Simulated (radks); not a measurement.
**Exchange and kinetic functionals tested on atomic densities: Cr, In⁺, Sc⁹⁺, Kr, Cr⁺**

The task here is to estimate one member of a computed series from the others.

Method: non-relativistic Kohn-Sham, PBE, spin-polarised, spherical densities, point nucleus; open shells are filled with parallel spins first. Code: radks (a radial shooting solver on a logarithmic mesh, Libxc functionals) version 1.

## The atom as given

- species: Cr ([Ar] 3d5 4s1), In⁺ ([Kr] 4d10 5s2), Sc⁹⁺ ([Ne] 3s2), Kr ([Kr]), Cr⁺ ([Ar] 3d5)

The first run:

Input:

```text
Z 24
configuration [Ar] 3d5 4s1
relativity non-relativistic
functional pbe,pbe
spin polarised
nucleus point
```

Steps of the session up to this table: Cr, [Ar] 3d5 4s1.

One table of the session follows, with a row left open; its other results are not shown here.

It belongs to the step «Cr, [Ar] 3d5 4s1». From the orbitals of this run (lengths in bohr):

| level | <r> | outermost maximum (interpolated) | 90 % within | nodes |
| --- | --- | --- | --- | --- |
| 2p up | 0.2612 | 0.199 | 0.428 | 0 |
| 2p down | ? | ? | ? | ? |
| 3s up | 0.9106 | 0.784 | 1.37 | 2 |
| 3s down | 0.9118 | 0.784 | 1.37 | 2 |
| 3p up | 0.9699 | 0.801 | 1.50 | 1 |
| 3p down | 0.9729 | 0.802 | 1.51 | 1 |
| 4s up | 3.366 | 2.72 | 5.16 | 3 |
| 3d up | 1.462 | 0.837 | 2.67 | 0 |

Estimate the missing values for 2p down.

As computed: <r>: 0.2607; outermost maximum (interpolated): 0.199; 90 % within: 0.427; nodes: 0. In the column «<r>» it is the lowest.
